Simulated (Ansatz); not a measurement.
# Y2SiF2: the cost of one run

Program: Ansatz 0.2.0. Level of theory: DFT PBE, scalar-relativistic, plane waves, PAW. These are calculated values, not measurements.

### Step 1. Starting point

Symmetry: P-3m1, No. 164, trigonal system. The conventional cell has a = 4.062 Å, b = 4.062 Å, c = 6.611 Å, α = 90.00°, β = 90.00°, γ = 120.00°. Y (site symmetry 3m) is surrounded by 4 F at 2.34 to 2.56 Å and 3 Si at 2.85 Å. Si (site symmetry -3m) is surrounded by 6 Y at 2.85 Å. F (site symmetry 3m) has 4 Y at 2.34 to 2.56 Å as nearest neighbours.

As a file:

```cif
data_structure
_symmetry_space_group_name_H-M 'P-3m1'
_symmetry_Int_Tables_number 164
_cell_length_a 4.0617
_cell_length_b 4.0617
_cell_length_c 6.6110
_cell_angle_alpha 90.000
_cell_angle_beta 90.000
_cell_angle_gamma 120.000
_cell_volume 94.45
loop_
_atom_site_label
_atom_site_type_symbol
_atom_site_symmetry_multiplicity
_atom_site_Wyckoff_symbol
_atom_site_fract_x
_atom_site_fract_y
_atom_site_fract_z
_atom_site_occupancy
Y1 Y 2 d 0.33333 0.66667 0.74426 1
Si1 Si 1 b 0.00000 0.00000 0.50000 1
F1 F 2 d 0.33333 0.66667 0.09893 1
```

The cell was relaxed beforehand at this level, from a generated guess; it is a trial structure. At a tolerance of 0.02 Å it has space group P-3m1 (No. 164); it has 18.89 Å³/atom, an uncorrected energy of -2.42 eV/atom over the elements.

### Step 2. Bands, states and charges

Contents of input.yaml:

```yaml
crystal:
  lattice:
    - [4.0617294846, 0.0, 0.0]
    - [-2.0308647423, 3.517560917, 0.0]
    - [0.0, 0.0, 6.6110134795]
  atoms:
    - { symbol: "Y", position: [0.3333333333, 0.6666666667, 0.7442606136] }
    - { symbol: "Y", position: [0.6666666667, 0.3333333333, 0.2557393864] }
    - { symbol: Si, position: [0.0, 0.0, 0.5] }
    - { symbol: F, position: [0.3333333333, 0.6666666667, 0.0989262698] }
    - { symbol: F, position: [0.6666666667, 0.3333333333, 0.9010737302] }
basis:
  ecutwfc: 420
kpoints:
  mp_grid: { grid: [12, 12, 6] }
  band_path:
    path:
      - [[0.0, 0.0, 0.0], [0.5, 0.0, 0.0], [0.33333333, 0.33333333, 0.0], [0.0, 0.0, 0.0], [0.0, 0.0, 0.5], [0.5, 0.0, 0.5], [0.33333333, 0.33333333, 0.5], [0.0, 0.0, 0.5]]
      - [[0.5, 0.0, 0.5], [0.5, 0.0, 0.0]]
      - [[0.33333333, 0.33333333, 0.5], [0.33333333, 0.33333333, 0.0]]
    npoints: 14
hamiltonian:
  xc: pbe
scf:
  occupations: { method: gaussian, width: 0.01 }
  n_extra_bands: 12
output:
  forces: true
  stress: true
  eigenvalues: true
  populations: true
  dos: { projected: true, de: 0.02, nscf_kmesh: { grid: [15, 15, 8] } }
  bader: true
  write_density: true
  write_potential: true
  elf: true
  volumetric_format: npy
```

On the command line:

```
$ ansatz run input.yaml --threads 1 --pin off --max-ram 2560MiB --backend cpu --events-out ev --progress --plain --runs-dir out
```

Q: Estimate wall time and peak memory on 1 thread of Arm Neoverse N1, shared host.

About 1.9 min, with a peak of 0.6 GiB.
